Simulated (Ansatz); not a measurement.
# LuSb: a single-point run

Aim: a sound single-point run of LuSb. The structure is shown as the input types it. The cell is built on a prototype (CsCl type) and needn't be the phase found in nature.

Program: Ansatz 0.2.0. Level of theory: density functional or hybrid calculation with the settings of its input, plane waves (as first typed). These are calculated values, not measurements.

1 further run of the same task is left out (for a known fault of the program).

## 1. Starting point

Symmetry: Pm-3m, No. 221, cubic system. Conventional cell: a = 3.731 Å, b = 3.731 Å, c = 3.731 Å, α = 90.00°, β = 90.00°, γ = 90.00°. Lu (site symmetry m-3m) has 8 Sb at 3.23 Å as nearest neighbours. Sb (site symmetry m-3m) is surrounded by 8 Lu at 3.23 Å.

As a file:

```xyz
2
Lattice="3.7312 0.0000 0.0000 0.0000 3.7312 0.0000 0.0000 0.0000 3.7312" Properties=species:S:1:pos:R:3 pbc="T T T"
Lu    0.0000    0.0000    0.0000
Sb    1.8656    1.8656    1.8656
```

## 2. Input and run

Contents of input.yaml:

```yaml
crystal:
  lattice:
    - [3.7311542711, 0.0, 0.0]
    - [0.0, 3.7311542711, 0.0]
    - [0.0, 0.0, 3.7311542711]
  atoms:
    - { symbol: Lu, position: [0.0, 0.0, 0.0] }
    - { symbol: Sb, position: [0.5, 0.5, 0.5] }
kpoints:
  mp_grid: { grid: [4, 4, 4] }
hamiltonian:
  xc: hse06
scf:
  occupations: { method: fermi_dirac, width: 0.02 }
  n_extra_bands: 4
  convergence: { dr2_threshold: 1.0 }
  max_iter: 62
output:
  forces: true
  stress: true
  eigenvalues: true
```

Launch:

```
$ ansatz run input.yaml --threads 4 --pin off --max-ram 3686MiB --backend cpu --events-out ev --progress --plain --runs-dir out
```

Q: Will this input give a usable result? If not, why, and what should change?

This run ends as converged, with warnings (filled band counts differ across k points, force scf threshold loose, stress exchange threshold loose). Its log warns: «scf.convergence.dr2_threshold = 1e0 eV is looser than this run's default, which is 1e-7 eV or tighter. The error in the forces grows as the threshold's square root ...»

The threshold asked is loose, but the program put off the close and ended at dr2 = 1.0e-8, so little accuracy was lost here.

Run again and compare: delete scf.convergence.dr2_threshold (the default then holds).
